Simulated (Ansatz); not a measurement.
# Se: the cost of one run

Computed with Ansatz 0.2.0 (DFT PBEsol, scalar-relativistic, plane waves, PAW, unless a step's input says otherwise).

### Step 1. The system as given

The structure is hexagonal, space group P6_3/mmc (No. 194). Conventional cell: a = 3.640 Å, b = 3.640 Å, c = 9.913 Å, α = 90.00°, β = 90.00°, γ = 120.00°. Se (site symmetry -6m2) has 3 Se at 2.10 Å as nearest neighbours.

Structure file:

```xyz
4
Lattice="3.6398 0.0000 0.0000 -1.8199 3.1521 0.0000 0.0000 0.0000 9.9132" Properties=species:S:1:pos:R:3 pbc="T T T"
Se    0.0000    0.0000    2.4783
Se    0.0000    0.0000    7.4349
Se    0.0000    2.1014    7.4349
Se    1.8199    1.0507    2.4783
```

This is candidate A: graphite type (P6_3/mmc, No. 194).

(A quick probe on a coarse mesh, which set the mesh and smearing, is not shown.)

### Step 3. A loose first relaxation (candidate A)

The input, input.yaml:

```yaml
crystal:
  lattice:
    - [3.6397805508, 0.0, 0.0]
    - [-1.8198902754, 3.1521424212, 0.0]
    - [0.0, 0.0, 9.9132234514]
  atoms:
    - { symbol: Se, position: [0.0, 0.0, 0.25] }
    - { symbol: Se, position: [0.0, 0.0, 0.75] }
    - { symbol: Se, position: [0.3333333333, 0.6666666667, 0.75] }
    - { symbol: Se, position: [0.6666666667, 0.3333333333, 0.25] }
basis:
  ecutwfc: 420
kpoints:
  mp_grid: { grid: [6, 6, 2] }
hamiltonian:
  xc: pbesol
scf:
  occupations: { method: gaussian, width: 0.1 }
  lower_state_search: "off"
output:
  forces: true
  stress: true
  eigenvalues: true
relax:
  adjacent_minimum: "off"
  f_tol: 0.04
  max_steps: 70
  cell: { stress_tol: 0.4 }
```

What time and memory should one allow on 1 thread of an Arm CPU, shared host?

About 68 s, with a peak of 0.37 GiB.
